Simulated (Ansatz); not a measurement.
Run this with Ansatz 0.2.0, Python API and show what comes out.

`methods.py`:
```python
'''Br2F2Ge at several levels of theory.'''

from pathlib import Path

import ansatz
import numpy as np

GEOMETRY = '''
F     1.28830   -1.32140    0.45430
Ge    0.01320   -0.06250    0.11390
F    -0.86140    0.33730    1.58830
Br   -1.42700   -0.87490   -1.44840
Br    1.03680    1.84790   -0.74940
'''

molecule = ansatz.Crystal.molecule()
for line in GEOMETRY.strip().splitlines():
    symbol, *xyz = line.split()
    molecule = molecule.atom(symbol, [float(v) for v in xyz])

base = molecule.calculation().basis(gaussian='def2-SVP')

print('functional    E (Ha)        dipole (D)   HOMO (eV)  LUMO (eV)')
for name in ['blyp', 'hse06', 'pbe0', 'hf', 'lda', 'b3lyp']:
    summary = base.functional(name).forces().orbitals().run(threads=1, runs_dir='runs').report
    lines = Path(summary['orbitals_path']).read_text().splitlines()
    field_of = lambda key: [line.split('=')[1].strip() for line in lines if line.startswith(key)]
    orbitals = [(27.211386 * float(e), s, float(n)) for e, s, n in zip(field_of('Ene='), field_of('Spin='), field_of('Occup='))]
    homo = max(e for e, _, n in orbitals if n > 0.5)
    lumo = min(e for e, _, n in orbitals if n < 0.5)
    dipole = 4.803205 * np.linalg.norm(summary['charge_distribution']['dipole_moment_e_ang'])
    print(f'{name:10s} {summary["free_energy_ev"] / 27.211386246:14.6f} {dipole:9.3f} {homo:11.3f} {lumo:10.3f}')
```

```console
$ python methods.py
functional    E (Ha)        dipole (D)   HOMO (eV)  LUMO (eV)
blyp         -7424.200889     1.401      -7.469     -3.731
hse06        -7423.066062     1.495      -8.750     -3.395
pbe0         -7423.062995     1.498      -9.149     -3.024
hf           -7418.166941     1.725     -12.243      0.883
lda          -7412.569949     1.446      -7.868     -4.167
b3lyp        -7424.200112     1.520      -8.785     -3.250
```

Total energies depend on the basis set; only differences at equal settings carry meaning. The geometry is a force-field or estimated start, not a minimum of this method, and the basis set is short of its limit. A lower total doesn't mark the better method: functionals have no common bound, and MP2 and coupled cluster aren't variational. b3lyp holds the VWN-RPA fit, as in Gaussian; the form of ORCA and Turbomole is b3lyp5. Levels such as HOMO and LUMO are orbital energies: with these approximate functionals they aren't the ionisation energy and electron affinity, and their gap isn't the fundamental gap. hse06 follows the composition of plane-wave codes, whose totals differ by tens of mHa, up to about 0.1 Ha, from the form usual in Gaussian-basis programs (wpbeh). Run time: 39 s on 1 thread of Arm Neoverse V1, with other jobs on the host, peak memory 0.44 GiB.

(Lines on the test bed's own set-up are left out of the output.)
